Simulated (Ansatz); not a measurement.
# C3H4F4O: the cost of one run

Computed with Ansatz 0.2.0, Gaussian basis. Level: the settings change from run to run.

**1. The relaxed structure**

The structure was relaxed beforehand with PBE0-D4 in a triple-zeta def2 set.

SMILES `FCOC(F)C(F)F`, 12 atoms, charge 0, spin multiplicity 1.

Atoms are counted from 1 here; the program's logs count them from 0.

Bond lengths: F1–C2 1.371 Å, C2–O3 1.385 Å, C2–H9 1.089 Å, C2–H10 1.094 Å, O3–C4 1.371 Å, C4–F5 1.376 Å, C4–C6 1.522 Å, C4–H11 1.096 Å, C6–F7 1.350 Å, C6–F8 1.344 Å, C6–H12 1.095 Å. Angles: F1–C2–O3 110.4°, F1–C2–H9 108.7°, F1–C2–H10 107.5°, O3–C2–H9 106.5°, O3–C2–H10 111.7°, H9–C2–H10 112.0°, C2–O3–C4 115.0°, O3–C4–F5 110.6°, O3–C4–C6 109.1°, O3–C4–H11 112.2°, F5–C4–C6 107.7°, F5–C4–H11 107.4°, C6–C4–H11 109.8°, C4–C6–F7 109.0°, C4–C6–F8 110.7°, C4–C6–H12 110.6°, F7–C6–F8 108.6°, F7–C6–H12 109.1° and more.

As a file:

```xyz
12
charge 0, multiplicity 1
F    -1.0287   -2.2022    0.4479
C    -0.7664   -1.1412    1.2763
O     0.2234   -0.3391    0.7335
C    -0.1546    0.3823   -0.3697
F    -0.9561    1.4389   -0.0044
C     1.0866    0.9537   -1.0396
F     1.7939   -0.0562   -1.5890
F     1.8647    1.5819   -0.1411
H    -0.3746   -1.5227    2.2185
H    -1.7021   -0.5913    1.4137
H    -0.7181   -0.2239   -1.0876
H     0.8089    1.6644   -1.8247
```

**2. wB97X/def2-mTZVPP**

Contents of in.yaml:

```yaml
crystal:
  periodic: [false, false, false]
  atoms:
    - {symbol: F, position_ang: [-1.028700, -2.202186, 0.447916]}
    - {symbol: C, position_ang: [-0.766351, -1.141158, 1.276263]}
    - {symbol: O, position_ang: [0.223426, -0.339066, 0.733540]}
    - {symbol: C, position_ang: [-0.154629, 0.382314, -0.369686]}
    - {symbol: F, position_ang: [-0.956148, 1.438897, -0.004376]}
    - {symbol: C, position_ang: [1.086605, 0.953715, -1.039562]}
    - {symbol: F, position_ang: [1.793872, -0.056160, -1.588998]}
    - {symbol: F, position_ang: [1.864720, 1.581878, -0.141050]}
    - {symbol: H, position_ang: [-0.374563, -1.522721, 2.218534]}
    - {symbol: H, position_ang: [-1.702097, -0.591273, 1.413687]}
    - {symbol: H, position_ang: [-0.718121, -0.223865, -1.087605]}
    - {symbol: H, position_ang: [0.808886, 1.664427, -1.824664]}
basis:
  gaussian: {orbitals: def2-mTZVPP}
hamiltonian: {xc: {name: wB97X}}
output: {forces: true}
```

Started as:

```
ansatz run in.yaml --threads 4 --pin off --events-out ev --progress --plain --max-ram 11315MiB
```

Q: Estimate wall time and peak memory on 4 threads of Arm Neoverse V1, shared host.

About 8 s, with a peak of 0.76 GiB.
